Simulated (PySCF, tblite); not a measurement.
# C5H14N2Si: infrared bands and NMR shifts

Aim: predict the infrared bands and NMR shifts of C5H14N2Si (`CN(N[SiH3])C1CCC1`).

Computed with tblite 0.8.0 and PySCF 2.14.0, with density-fitted response routines of our own, on a single molecule in the gas phase. Atoms are numbered from 0 throughout.

**1. Starting geometry**

22 atoms, charge 0, multiplicity 1; geometry from: GFN2-xTB.

Bonds of the start (Å): C0–N1 1.45, N1–N2 1.41, N2–Si3 1.72, N1–C4 1.45, C4–C5 1.54, C5–C6 1.54, C6–C7 1.54, C7–C4 1.54, C0–H8 1.09, C0–H9 1.10, C0–H10 1.09, N2–H11 1.02, Si3–H12 1.46, Si3–H13 1.47, Si3–H14 1.46, C4–H15 1.10, C5–H16 1.09, C5–H17 1.09, C6–H18 1.09, C6–H19 1.09, C7–H20 1.09, C7–H21 1.09.

**2. Infrared spectrum with GFN2-xTB**

What the job is given:

```
{"job": {"kind": "ir", "xc": "GFN2-xTB", "basis": "xTB"}, "charge": 0, "multiplicity": 1}
C     -0.986342     0.363809    -1.921737
N     -0.580659     0.088760    -0.558743
N     -1.322638    -0.965522     0.009053
Si    -2.729575    -0.602776     0.927447
C      0.835958    -0.199062    -0.460971
C      1.351774    -0.378186     0.975298
C      2.471888     0.630723     0.683504
C      1.759085     1.021245    -0.619426
H     -0.407686     1.202778    -2.301867
H     -0.834138    -0.502979    -2.586479
H     -2.042413     0.628309    -1.923905
H     -1.251971    -1.836250    -0.515685
H     -3.113195    -1.897474     1.490347
H     -3.866409    -0.057672     0.164513
H     -2.309989     0.379448     1.922139
H      1.123246    -1.039111    -1.118697
H      0.625095    -0.014737     1.696460
H      1.661243    -1.383143     1.251837
H      3.434544     0.153534     0.510740
H      2.598802     1.427222     1.413072
H      1.201768     1.950061    -0.526085
H      2.371202     1.050409    -1.518529
```

**Question.** This job is followed by: GIAO PBE0/pcSseg-1 NMR shielding, non-relativistic, gas phase. Predict these results of the whole session: strongest single infrared mode (GFN2-xTB); zero-point energy (GFN2-xTB); ¹³C shifts against TMS (PBE0/pcSseg-1, means over atoms taken as alike); ¹H shifts against TMS (PBE0/pcSseg-1, means over atoms taken as alike); ¹⁵N shifts against NH3 (PBE0/pcSseg-1); ²⁹Si shifts against TMS (PBE0/pcSseg-1).

The runs gave:

| quantity | value |
| --- | --- |
| strongest single infrared mode (GFN2-xTB) | 2157 cm⁻¹, 391 km/mol |
| zero-point energy (GFN2-xTB) | 114.5 kcal/mol |
| ¹³C shifts against TMS (PBE0/pcSseg-1, means over atoms taken as alike) | 64.7, 45.4, 28.4, 13.5 ppm |
| ¹H shifts against TMS (PBE0/pcSseg-1, means over atoms taken as alike) | 4.70, 2.48, 2.29, 2.10, 2.05, 1.81, 1.77, 0.54 ppm |
| ¹⁵N shifts against NH3 (PBE0/pcSseg-1) | 107.1, 84.3 ppm |
| ²⁹Si shifts against TMS (PBE0/pcSseg-1) | -58.3 ppm |

What this shows: No mode is imaginary among the 60: a minimum at this level. The strongest single mode, at 2157 cm⁻¹, moves mainly H13. GFN2-xTB is a fitted tight-binding method: band positions and strengths are rough. Its intensities can rank the bands wrongly. C4 (sp3 CH bonded to N) lies farthest downfield among carbon, at 64.7 ppm; pulled downfield by the heteroatom. At PBE0/pcSseg-1: The largest span, 143 ppm, is at N2, where the paramagnetic term is -137 ppm.
